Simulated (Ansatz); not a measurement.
# TeI2: the cost of one run

Code: Ansatz 0.2.0. PAW datasets, plane waves, zero pressure. (Simulation; spin polarisation is off.)

### Step 1. The cell

The symmetry is P4_2/mnm (No. 136, tetragonal); a = 8.862 Å, c = 4.176 Å in the conventional setting, 54.67 Å³ an atom. Te has 4 I at 3.00 Å; I has 2 Te at 3.00 Å.

As a file:

```
Te I
1.0
     8.86229    0.00000    0.00000
     0.00000    8.86229    0.00000
     0.00000    0.00000    4.17631
Te I
2 4
Direct
  0.00000 0.00000 0.00000
  0.50000 0.50000 0.50000
  0.32771 0.32771 0.00000
  0.67229 0.67229 0.00000
  0.17229 0.82771 0.50000
  0.82771 0.17229 0.50000
```

### Step 2. PBE-D3(BJ): cell and atoms

input.yaml reads:

```yaml
crystal:
  lattice:
    - [8.862293, 0.0, 0.0]
    - [0.0, 8.862293, 0.0]
    - [0.0, 0.0, 4.176314]
  atoms:
    - { symbol: Te, position: [0.0, 0.0, 0.0] }
    - { symbol: Te, position: [0.5, 0.5, 0.5] }
    - { symbol: I, position: [0.327707, 0.327707, 0.0] }
    - { symbol: I, position: [0.672293, 0.672293, 0.0] }
    - { symbol: I, position: [0.172293, 0.827707, 0.5] }
    - { symbol: I, position: [0.827707, 0.172293, 0.5] }
kpoints:
  mp_grid: { grid: [4, 4, 6] }
hamiltonian:
  xc: pbe
  dispersion: d3bj
scf:
  occupations: { method: fermi_dirac, width: 0.02 }
relax:
  f_tol: 0.005
  cell: {}
output:
  write_density: true
  write_potential: true
  elf: true
  volumetric_format: npy
```

Started as:

```sh
> ansatz run input.yaml --threads 4 --pin off --max-ram 5529MiB --backend cpu --events-out ev --progress --plain --runs-dir out
```

Q: Estimate wall time and peak memory on 4 threads of Intel Xeon 6975P-C (Granite Rapids), shared host.

About 33 s, with a peak of 1.1 GiB.
